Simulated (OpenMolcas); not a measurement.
# W³⁺ among point charges: CASSCF and CASPT2 levels and susceptibility

How does a field of 2 point charges split the states of W³⁺, and what χT follows?

Method: state-averaged CASSCF and CASPT2, spin-orbit coupling by RASSI with atomic mean-field integrals. Code: OpenMolcas 26.06.

## 1. What is computed

| Item | Value |
| --- | --- |
| Species | W³⁺ (tungsten, Z = 74, 71 electrons) |
| Basis | ANO-RCC-VDZP [7s6p4d2f1g], 68 functions |
| Scalar Hamiltonian | DKH2, point nucleus |
| Inactive shells | 1s 2s 2p 3s 3p 3d 4s 4p 4d 4f 5s 5p |
| Active space | 3 electrons in 5 orbitals (5d) |
| Some configurations of this space | 5d³ |
| Orbitals | optimised for each spin and parity, averaged over all roots |

The outer shells:

5d3
```
5d [↑ ][↑ ][↑ ][  ][  ]
```

The ion sits among 2 point charges of -2 e arranged as a linear pair (D∞h), 2.36 Å from the ion.

Each step is its own input file, run in one work folder so that later steps find the files of earlier ones. Labels, J, g values, rates, χT and fits are worked out afterwards by a script from the matrices that RASSI stores. The input lists half of the charges; inversion (Group=XYZ) makes the rest.

## 2. Basis and integrals

The input, a.inp:

```
&GATEWAY
Coord
1

W 0.0 0.0 0.0
Basis=ANO-RCC-VDZP
Group=XYZ
NoMove
AngMom=0.0 0.0 0.0
AMFI
XField
1 Angstrom 0
0.000000 0.000000 2.360000 -2.000000
&SEWARD
```

Started as:

```bash
OMP_NUM_THREADS=1 MOLCAS_MEM=1689 MOLCAS_PROJECT=a pymolcas a.inp > a.log
```

The program printed:

```text
Basis set label: W.ANO-RCC...7S6P4D2F1G.

      Electronic valence basis set:
      ------------------
      Associated Effective Charge  74.000000 au
      Associated Actual Charge     74.000000 au
      Nuclear Model: Point charge

      Shell  nPrim  nBasis  Cartesian Spherical Contaminant
         s      24       7        X
         p      21       6        X
         d      15       4                 X
         f      11       2                 X
         g       4       1                 X
                  Relativistic Douglas-Kroll-Hess integrals:
                    - DKH order of Hamiltonian: 2
                    - DKH order of Properties : 0
                  Atomic mean-field integrals
```

## 3. CASSCF: quartets of even parity, 10 roots

The input, a.inp:

```
&RASSCF
FileOrb=start.orb
Symmetry=1
Spin=4
nActEl=3 0 0
Inactive=15 19
Ras2=5 0
CIRoot=10 10 1
SDav=10
CIMx=300
Iter=120 100
PrWF=0.3
OrbListing=Nothing
MaxOrb=0
>>> COPY $Project.JobIph JOB001
```

start.orb holds the contracted functions of the basis, ordered by shell, or the orbitals of the step before.

The program printed, cut to the lines that bear on the results:

```text
[...]
      Number of active orbitals                  5
[...]
      Spin quantum number                      1.5
[...]
      Active orbitals                            5   0
[...]
      Number of CSFs                            10
      Number of root(s) required                10
[...]
      Convergence after 12 iterations
[...]
      Natural orbitals and occupation numbers for root  1
      sym 1:   0.023139   0.976861   1.000000   0.023139   0.976861
      Natural orbitals and occupation numbers for root  2
      sym 1:   1.000000   0.929446   0.070554   0.070554   0.929446
      Natural orbitals and occupation numbers for root  3
      sym 1:   0.929446   1.000000   0.070554   0.070554   0.929446
::    RASSCF root number  1 Total energy: -16128.41807087
::    RASSCF root number  2 Total energy: -16128.40892073
::    RASSCF root number  3 Total energy: -16128.40892073
[...]
::    RASSCF root number  7 Total energy: -16128.37218798
::    RASSCF root number  8 Total energy: -16128.34744069
::    RASSCF root number  9 Total energy: -16128.34744069
::    RASSCF root number 10 Total energy: -16128.28442349
```

## 4. CASSCF: doublets of even parity, 40 roots

The input, a.inp:

```
&RASSCF
FileOrb=start.orb
Symmetry=1
Spin=2
nActEl=3 0 0
Inactive=15 19
Ras2=5 0
CIRoot=40 40 1
SDav=40
CIMx=300
Iter=120 100
PrWF=0.3
OrbListing=Nothing
MaxOrb=0
>>> COPY $Project.JobIph JOB002
```

The program printed, cut to the lines that bear on the results:

```text
[...]
      Number of active orbitals                  5
[...]
      Spin quantum number                      0.5
[...]
      Active orbitals                            5   0
[...]
      Number of CSFs                            40
      Number of root(s) required                40
[...]
      Convergence after  9 iterations
[...]
      Natural orbitals and occupation numbers for root  1
      sym 1:   1.569785   0.087194   0.087194   0.319707   0.936120
      Natural orbitals and occupation numbers for root  2
      sym 1:   0.936120   0.087194   0.087194   0.319707   1.569785
      Natural orbitals and occupation numbers for root  3
      sym 1:   0.898307   0.218197   0.398082   0.605670   0.879743
::    RASSCF root number  1 Total energy: -16128.37592086
::    RASSCF root number  2 Total energy: -16128.37592086
::    RASSCF root number  3 Total energy: -16128.36248877
[...]
::    RASSCF root number 27 Total energy: -16128.28771584
::    RASSCF root number 28 Total energy: -16128.28771584
::    RASSCF root number 29 Total energy: -16128.26166716
::    RASSCF root number 30 Total energy: -16128.26166716
```

## 5. RASSI: spin-orbit coupling between the states

The input, a.inp:

```
&RASSI
NrOfJobIphs=2 10 40
1 2 3 4 5 6 7 8 9 10
1 2 3 4 5 6 7 8 9 10 11 12 13 14 15 16 17 18 19 20 21 22 23 24 25 26 27
28 29 30 31 32 33 34 35 36 37 38 39 40
IphNames
JOB001
JOB002
EJob
SpinOrbit
DIPRint=1.0
SOCoupling=1000.0
Subsets=2
Property=9
'ANGMOM' 1 'ANGMOM' 2 'ANGMOM' 3 'MLTPL  1' 1 'MLTPL  1' 2 'MLTPL  1' 3
'AMFI' 1 'AMFI' 2 'AMFI' 3
SOProperty=3
'ANGMOM' 1 'ANGMOM' 2 'ANGMOM' 3
```

Started as:

```bash
OMP_NUM_THREADS=1 MOLCAS_MEM=1689 MOLCAS_PROJECT=a pymolcas a.inp > a.log
```

The program printed:

```text
SPIN-FREE ENERGIES:
  (Shifted by EMIN (a.u.) =     -16128.4180708666)

 SF State       Relative EMIN(au)   Rel lowest level(eV)    D:o, cm**(-1)      L_eff

     1             0.0000000000        0.0000000000              0.0000         2.6
     2             0.0091501360        0.2489878858           2008.2227         2.4
     3             0.0091501360        0.2489878858           2008.2227         2.4
     4             0.0418618036        1.1391177069           9187.6039         2.9
     5             0.0418618036        1.1391177069           9187.6039         2.9
    11             0.0421500023        1.1469599940           9250.8562         3.2
    12             0.0421500023        1.1469599940           9250.8562         3.2
     6             0.0458828855        1.2485369186          10070.1294         2.8
     7             0.0458828855        1.2485369186          10070.1294         2.8
    13             0.0555820970        1.5124659110          12198.8603         1.4
    14             0.0555820970        1.5124659110          12198.8603         1.4
    15             0.0573157257        1.5596403490          12579.3478         4.9
    16             0.0573157257        1.5596403490          12579.3478         4.9
    17             0.0624425876        1.6991493699          13704.5639         3.7
    18             0.0624425876        1.6991493699          13704.5639         3.7
    19             0.0656355275        1.7860336890          14405.3332         4.5
    20             0.0656355275        1.7860336890          14405.3332         4.5
     9             0.0706301752        1.9219449786          15501.5317         1.6
     8             0.0706301752        1.9219449786          15501.5317         1.6
    21             0.0740406178        2.0147478500          16250.0373         3.3
    22             0.0751757747        2.0456370413          16499.1754         3.6
    23             0.0751757747        2.0456370413          16499.1754         3.6
    24             0.1047845617        2.8513331817          22997.5531         4.6
    25             0.1047845617        2.8513331817          22997.5531         4.6
    26             0.1052486932        2.8639628424          23099.4181         3.1
    27             0.1068232261        2.9068080643          23444.9882         4.2
    28             0.1068232261        2.9068080643          23444.9882         4.2
    29             0.1093396238        2.9752827363          23997.2736         3.0
    30             0.1093396238        2.9752827363          23997.2736         3.0
    31             0.1148353874        3.1248300806          25203.4543         3.6
    32             0.1148353874        3.1248300806          25203.4543         3.6
    33             0.1167039741        3.1756769144          25613.5617         4.1
    34             0.1167039741        3.1756769144          25613.5617         4.1
    35             0.1180801648        3.2131249726          25915.6006         2.4
    36             0.1266293699        3.4457606931          27791.9343         2.5
    37             0.1303550282        3.5471410213          28609.6218         3.0
    38             0.1303550282        3.5471410213          28609.6218         3.0
    10             0.1336473799        3.6367304748          29332.2094         1.3
    39             0.1564037048        4.2559616207          34326.6454         3.2
    40             0.1564037048        4.2559616207          34326.6454         3.2
Eigenvalues of complex Hamiltonian:
   -----------------------------------
  (Shifted by EMIN (a.u.) =     -16128.4180708666)

 SO State       Relative EMIN(au)   Rel lowest level(eV)    D:o, cm**(-1)     J-value

     1            -0.0251993131        0.0000000000              0.0000         1.5
     2            -0.0251993131        0.0000000000              0.0000         1.5
     3            -0.0129677547        0.3328376601           2684.5168         1.8
     4            -0.0129677547        0.3328376601           2684.5168         1.8
     5            -0.0041463741        0.5728796538           4620.5860         2.3
     6            -0.0041463741        0.5728796538           4620.5860         2.3
     7             0.0044990584        0.8081338576           6518.0391         2.2
     8             0.0044990584        0.8081338576           6518.0391         2.2
     9             0.0067001000        0.8680272519           7001.1119         2.3
    10             0.0067001000        0.8680272519           7001.1119         2.3
    11             0.0107350888        0.9778248894           7886.6896         3.4
    12             0.0107350888        0.9778248894           7886.6896         3.4
    13             0.0133640122        1.0493615402           8463.6716         2.4
    14             0.0133640122        1.0493615402           8463.6716         2.4
    15             0.0272998329        1.4285745396          11522.2307         1.5
    16             0.0272998329        1.4285745396          11522.2307         1.5
    17             0.0313890225        1.5398470583          12419.7041         3.0
    18             0.0313890225        1.5398470583          12419.7041         3.0
    19             0.0331545713        1.5878900889          12807.1973         1.9
    20             0.0331545713        1.5878900889          12807.1973         1.9
    21             0.0359310505        1.6634419364          13416.5640         1.5
    22             0.0359310505        1.6634419364          13416.5640         1.5
    23             0.0363525739        1.6749121725          13509.0777         2.4
    24             0.0363525739        1.6749121725          13509.0777         2.4
    25             0.0396559104        1.7648005377          14234.0763         3.1
    26             0.0396559104        1.7648005377          14234.0763         3.1
    27             0.0406480464        1.7917979327          14451.8250         1.4
    28             0.0406480464        1.7917979327          14451.8250         1.4
    29             0.0447975882        1.9047127183          15362.5441         2.2
    30             0.0447975882        1.9047127183          15362.5441         2.2
    31             0.0456062342        1.9267170965          15540.0214         2.1
    32             0.0456062342        1.9267170965          15540.0214         2.1
    33             0.0462966100        1.9455031798          15691.5414         3.0
    34             0.0462966100        1.9455031798          15691.5414         3.0
    35             0.0563986065        2.2203925064          17908.6733         1.8
    36             0.0563986065        2.2203925064          17908.6733         1.8
    37             0.0573497363        2.2462740674          18117.4222         1.7
    38             0.0573497363        2.2462740674          18117.4222         1.7
    39             0.0591049142        2.2940348925          18502.6392         2.7
    40             0.0591049142        2.2940348925          18502.6392         2.7
    41             0.0623842422        2.3832699527          19222.3685         2.5
Weights of the five most important spin-orbit-free states for each spin-orbit state.

 SO State  Total energy (au)           Spin-free states, spin, and weights
 -------------------------------------------------------------------------------------------------------
    1        -0.025199       1 1.5  0.4499    2 1.5  0.1950    3 1.5  0.1950   13 0.5  0.0384   14 0.5  0.0384
    2        -0.025199       1 1.5  0.4499    2 1.5  0.1950    3 1.5  0.1950   13 0.5  0.0384   14 0.5  0.0384
    3        -0.012968       1 1.5  0.5542    3 1.5  0.1773    2 1.5  0.1773   13 0.5  0.0205   14 0.5  0.0205
    4        -0.012968       1 1.5  0.5542    3 1.5  0.1773    2 1.5  0.1773   13 0.5  0.0205   14 0.5  0.0205
    5        -0.004146       3 1.5  0.3906    2 1.5  0.3906    1 1.5  0.0619   13 0.5  0.0349   14 0.5  0.0349
    6        -0.004146       3 1.5  0.3906    2 1.5  0.3906    1 1.5  0.0619   13 0.5  0.0349   14 0.5  0.0349
    7         0.004499       2 1.5  0.3399    3 1.5  0.3399   11 0.5  0.1195   12 0.5  0.1195    7 1.5  0.0254
    8         0.004499       2 1.5  0.3399    3 1.5  0.3399   11 0.5  0.1195   12 0.5  0.1195    7 1.5  0.0254
    9         0.006700       1 1.5  0.2827    5 1.5  0.1355    4 1.5  0.1355    3 1.5  0.1089    2 1.5  0.1089
   10         0.006700       1 1.5  0.2827    5 1.5  0.1355    4 1.5  0.1355    3 1.5  0.1089    2 1.5  0.1089
   11         0.010735       1 1.5  0.3860    2 1.5  0.2283    3 1.5  0.2283   21 0.5  0.0445    7 1.5  0.0290
   12         0.010735       1 1.5  0.3860    2 1.5  0.2283    3 1.5  0.2283   21 0.5  0.0445    7 1.5  0.0290
```

Time for these steps: 12 s (1 thread of Arm Neoverse V1, shared host).

States without spin-orbit coupling:

| state | degeneracy | E (cm-1) | free-ion L (%) |
| --- | --- | --- | --- |
| 4Sigma | 1 | 0 | F (86) |
| 4Pi | 2 | 2008 | F (76) |
| 4Phi | 2 | 9188 | F (100) |
| 2Delta | 2 | 9251 | G (45) |
| 4Delta | 2 | 10070 | F (100) |
| 2Pi | 2 | 12199 | P (63) |
| 2H | 2 | 12579 | H (100) |
| 2Phi | 2 | 13705 | G (73) |
| 2Gamma | 2 | 14405 | H (64) |
| 4Pi | 2 | 15502 | P (76) |
| 2Sigma | 1 | 16250 | G (73) |
| 2Pi | 2 | 16499 | G (82) |
| 2Phi | 2 | 22998 | H (85) |
| 2Sigma | 1 | 23099 | P (43) |
| 2Gamma | 2 | 23445 | G (64) |
| 2Delta | 2 | 23997 | G (47) |
| 2Pi | 2 | 25203 | H (44) |
| 2Delta | 2 | 25614 | H (72) |
| 2Sigma | 1 | 25916 | D (76) |
| 2Sigma | 1 | 27792 | P (55) |
| 2Pi | 2 | 28610 | D (35) |
| 4Sigma | 1 | 29332 | P (86) |
| 2Phi | 2 | 34327 | F (83) |
| 2Delta | 2 | 37435 | D (50) |

With spin-orbit coupling:

| E (cm-1) | Degeneracy | 2S+1 | g |
| --- | --- | --- | --- |
| 0.0 | 2 | 4 | 0.51 0.51 1.36 |
| 2685 | 2 | 4 | 0.00 0.00 5.02 |
| 4621 | 2 | 4 | 0.75 0.75 2.08 |
| 6518 | 2 | 4 | 0.00 0.00 7.31 |
| 7001 | 2 | 4 | 0.00 0.00 3.10 |
| 7887 | 2 | 4 | 2.22 3.44 3.44 |
| 8464 | 2 | 4 | 0.00 0.00 2.07 |
| 11522 | 2 | 4 | 0.00 0.00 4.51 |
| 12420 | 2 | 4 | 0.25 0.25 1.12 |
| 12807 | 2 | 2 | 0.00 0.00 8.21 |
| 13417 | 2 | 2 | 0.00 0.00 9.21 |
| 13509 | 2 | 2 | 0.00 0.00 6.31 |
| 14234 | 2 | 4 | 0.00 0.00 2.12 |
| 14452 | 2 | 2 | 0.23 0.84 0.84 |
| 15363 | 2 | 4 | 0.00 0.00 7.92 |
| 15540 | 2 | 2 | 0.00 0.00 2.42 |
| 15692 | 2 | 4 | 0.00 0.00 5.29 |
| 17909 | 2 | 4 | 0.99 0.99 3.44 |
| 18117 | 2 | 4 | 0.00 0.00 10.50 |
| 18503 | 2 | 2 | 0.00 0.00 3.65 |
| 19222 | 2 | 4 | 0.00 0.00 8.08 |
| 19691 | 2 | 2 | 0.00 0.00 12.00 |
| 19821 | 2 | 2 | 0.64 2.15 2.15 |
| 20899 | 2 | 4 | 0.00 0.00 5.94 |

The table of states holds 24 of 29 computed; the rest, higher up, is left out. Principal g values are given for doublets only; a zero marks a field direction without first-order Zeeman splitting.

Powder χT (cm³ K/mol): 0.07 at 2 K, 0.07 at 5 K, 0.08 at 10 K, 0.08 at 20 K, 0.08 at 50 K, 0.09 at 100 K, 0.10 at 150 K, 0.11 at 200 K, 0.11 at 250 K, 0.12 at 300 K.

## 6. CASPT2: IPEA 0.25, imaginary shift 0.1 (closed shells correlated: 4f 5s 5p)

The input, a.inp:

```
>>> COPY JOB001 $Project.JobIph
&CASPT2
Multistate=10 1 2 3 4 5 6 7 8 9 10
NoMult
Frozen=14 9
IPEA=0.25
Imaginary=0.1
MaxIter=60
WThr=0.0 0.3 0.05
PrWF=0.5
NoMix
>>> COPY JOB002 $Project.JobIph
&CASPT2
Multistate=40 1 2 3 4 5 6 7 8 9 10 11 12 13 14 15 16 17 18 19 20 21 22
23 24 25 26 27 28 29 30 31 32 33 34 35 36 37 38 39 40
NoMult
Frozen=14 9
IPEA=0.25
Imaginary=0.1
MaxIter=60
WThr=0.0 0.3 0.05
PrWF=0.5
NoMix
```

The program printed, cut to the lines that bear on the results:

```text
[...]
      Active orbitals                            5   0
[...]
      E2 (Variational):          -0.7782646867
      Total energy:          -16129.1963355533
[...]
::    CASPT2 Root  1     Total energy: -16129.19633555
::    CASPT2 Root  2     Total energy: -16129.18442331
[...]
::    CASPT2 Root 27     Total energy: -16129.07431424
::    CASPT2 Root 28     Total energy: -16129.07431425
::    CASPT2 Root 29     Total energy: -16129.04918156
::    CASPT2 Root 30     Total energy: -16129.04916415
```

This run: 8.2 s of run time, 1 thread of Arm Neoverse V1, shared host.

SS-CASPT2: lowest energy less the reference's lowest, -0.7783 hartree; reference weights 0.909 to 0.924.

States without spin-orbit coupling:

| state | degeneracy | E (cm-1) | free-ion L (%) |
| --- | --- | --- | --- |
| 4Sigma | 1 | 0 | F (86) |
| 4Pi | 2 | 2614 | F (76) |
| 2Delta | 2 | 8941 | G (45) |
| 4Phi | 2 | 9223 | F (100) |
| 4Delta | 2 | 11221 | F (100) |
| 2Pi | 2 | 11315 | P (63) |
| 2H | 2 | 13168 | H (100) |
| 2Phi | 2 | 13327 | G (73) |
| 2Gamma | 2 | 13749 | H (64) |
| 4Pi | 2 | 14617 | P (76) |
| 2Sigma | 1 | 15115 | G (73) |
| 2Pi | 2 | 16190 | G (82) |
| 2Sigma | 1 | 21080 | P (43) |
| 2Phi | 2 | 22403 | H (85) |
| 2Delta | 2 | 23354 | G (47) |
| 2Delta | 2 | 23460 | H (72) |
| 2Gamma | 2 | 23641 | G (64) |
| 2Pi | 2 | 24068 | H (44) |
| 2Sigma | 1 | 24690 | D (76) |
| 2Sigma | 1 | 26088 | P (55) |
| 2Pi | 2 | 26781 | D (35) |
| 4Sigma | 1 | 28419 | P (86) |
| 2Phi | 2 | 32298 | F (83) |
| 2Delta | 2 | 34602 | D (50) |

With spin-orbit coupling:

| E (cm-1) | Degeneracy | 2S+1 | g |
| --- | --- | --- | --- |
| 0 | 2 | 4 | 0.53 0.53 1.38 |
| 2760 | 2 | 4 | 0.00 0.00 5.14 |
| 4930 | 2 | 4 | 0.59 0.59 1.96 |
| 6760 | 2 | 4 | 0.00 0.00 7.21 |
| 7090 | 2 | 4 | 0.00 0.00 2.52 |
| 8000 | 2 | 4 | 2.37 3.29 3.29 |
| 8440 | 2 | 4 | 0.00 0.00 2.55 |
| 11540 | 2 | 4 | 0.00 0.00 4.40 |
| 12690 | 2 | 2 | 0.00 0.00 7.94 |
| 12710 | 2 | 4 | 0.34 0.34 0.38 |
| 13370 | 2 | 2 | 0.00 0.00 6.44 |
| 13400 | 2 | 2 | 0.00 0.00 9.42 |
| 14170 | 2 | 4 | 0.40 0.40 0.94 |
| 14280 | 2 | 2 | 0.00 0.00 2.34 |
| 15200 | 2 | 4 | 0.00 0.00 7.92 |
| 15340 | 2 | 4 | 0.00 0.00 2.45 |
| 15990 | 2 | 4 | 0.00 0.00 5.24 |
| 16830 | 2 | 4 | 1.00 1.00 3.39 |
| 17920 | 2 | 2 | 0.00 0.00 3.45 |
| 18210 | 2 | 4 | 0.00 0.00 10.30 |
| 18930 | 2 | 2 | 0.75 2.06 2.06 |
| 19380 | 2 | 2 | 0.00 0.00 8.00 |
| 20140 | 2 | 4 | 0.00 0.00 6.83 |
| 20170 | 2 | 2 | 0.00 0.00 12.00 |

Powder χT (cm³ K/mol): 0.08 at 2 K, 0.08 at 5 K, 0.08 at 10 K, 0.08 at 20 K, 0.09 at 50 K, 0.09 at 100 K, 0.10 at 150 K, 0.11 at 200 K, 0.12 at 250 K, 0.13 at 300 K.

## 7. The methods side by side

A. CASSCF
B. SS-CASPT2, IPEA 0.25, imaginary shift 0.1 (closed shells correlated: 4f 5s 5p)

| method | ground state | first state of that spin (cm-1) | first gap with spin-orbit (cm-1) | χT at 300 K |
| --- | --- | --- | --- | --- |
| A | 4Sigma | 4Pi 2008 | 2684.5 | 0.12 |
| B | 4Sigma | 4Pi 2614 | 2757.4 | 0.13 |

## 8. Results

| quantity | value |
| --- | --- |
| method | SS-CASPT2, IPEA 0.25, imaginary shift 0.1 (closed shells correlated: 4f 5s 5p) |
| spin-free ground state | 4Sigma, 1-fold in its orbital part |
| first state of the same spin within the active space | 4Pi at 2610 cm⁻¹ |
| lowest level | 2-fold, g = 0.53, 0.53, 1.38 |
| next level | 2757.4 cm⁻¹ |
| χT at 300 K | 0.13 cm³ K/mol |
| effective moment at 300 K | 1.00 μB |

Cost by method:

| method | time of its own steps | time with the reference |
| --- | --- | --- |
| A. CASSCF | 12 s | 12 s |
| B. SS-CASPT2, IPEA 0.25, imaginary shift 0.1, +4f 5s 5p | 8.2 s | 20 s |

Times are of one thread on a shared host.

In words: The spin-free ground state (4Sigma) comes to 86 % from free-ion F terms and keeps the highest spin of the shell. χT at 300 K is 0.13, against 1.88 cm³ K/mol for the spin alone, so spin-orbit coupling lowers it. CASPT2 does not keep the components of a term degenerate, and the means are used. The field of point charges can differ much from that of real complexes. This is an electrostatic model: the charges have no orbitals.
